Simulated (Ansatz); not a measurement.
Write a Python script for Ansatz's Python interface that makes a phonon calculation by linear response of HfB2, space group P6/mmm. Use: PBE, PAW, cutoff 450 eV, 12×12×10 k-points, Fermi-Dirac smearing of 0.1 eV.

```cif
data_structure
_symmetry_space_group_name_H-M 'P 1'
_symmetry_Int_Tables_number 1
_cell_length_a 3.1400
_cell_length_b 3.1400
_cell_length_c 3.4800
_cell_angle_alpha 90.000
_cell_angle_beta 90.000
_cell_angle_gamma 120.000
_cell_volume 29.71
loop_
_atom_site_label
_atom_site_type_symbol
_atom_site_fract_x
_atom_site_fract_y
_atom_site_fract_z
_atom_site_occupancy
Hf1 Hf 0.00000 0.00000 0.00000 1
B1 B 0.33333 0.66667 0.50000 1
B2 B 0.66667 0.33333 0.50000 1
```

The script, `run_dfpt.py`:
```python
# -*- coding: utf-8 -*-
'''Zone-centre and zone-boundary phonons of HfB2 by linear response.'''

from pathlib import Path
import logging
import sys

import ansatz as az
import numpy as np

logging.basicConfig(stream=sys.stdout, format='%(name)s: %(message)s')
log = logging.getLogger('calc')
log.setLevel(logging.INFO)

params = {
    'functional': 'pbe',
    'ecut': 450,
    'mesh': (12, 12, 10),
}

lattice = az.Lattice.of(
    (3.14, 0.0, 0.0),
    (-1.57, 2.71932, 0.0),
    (0.0, 0.0, 3.48),
)
sites = [
    ('Hf', (0.0, 0.0, 0.0)),
    ('B', (1 / 3, 2 / 3, 0.5)),
    ('B', (2 / 3, 1 / 3, 0.5)),
]
structure = az.Crystal(lattice=lattice)
for symbol, position in sites:
    structure = structure.atom(symbol, position)

calculation = (
    structure.calculation()
    .functional(params['functional'])
    .basis(params['ecut'])  # a bare number is in eV
    .occupations(az.OccupationsMethod.FERMI_DIRAC)  # fractional filling near the Fermi level
    .kpoints(*params['mesh'])
    .phonons('dfpt')
)
out = calculation.run(threads=1, pin='off', runs_dir='runs')
ph = out.phonons

print('Gamma modes (1/cm):', ' '.join(f'{w:.1f}' for w in ph.gamma_omega_inv_cm))
print('in meV:', ' '.join(f'{w * 0.1239842:.2f}' for w in ph.gamma_omega_inv_cm))
```

Running `python run_dfpt.py` prints:
```text
Gamma modes (1/cm): 0.0 0.0 0.0 439.2 439.2 468.1 531.6 801.3 801.3
in meV: 0.00 0.00 0.00 54.46 54.46 58.03 65.91 99.35 99.35
```

Notes:
- The cell isn't relaxed first, so the values belong to this volume.
- Spin-orbit coupling, which matters for elements this heavy, is left out.
- The starting cell is as deposited in a crystallographic database; the results hold for this polymorph, which needn't be the stable one.
- The structure is taken as given; imaginary modes can come from an unrelaxed or unstable start. Phonons of metals also depend on mesh and smearing.
- It ran for 77 s on 1 thread of Arm Neoverse V1, with other jobs on the host, peak memory 0.9 GiB.
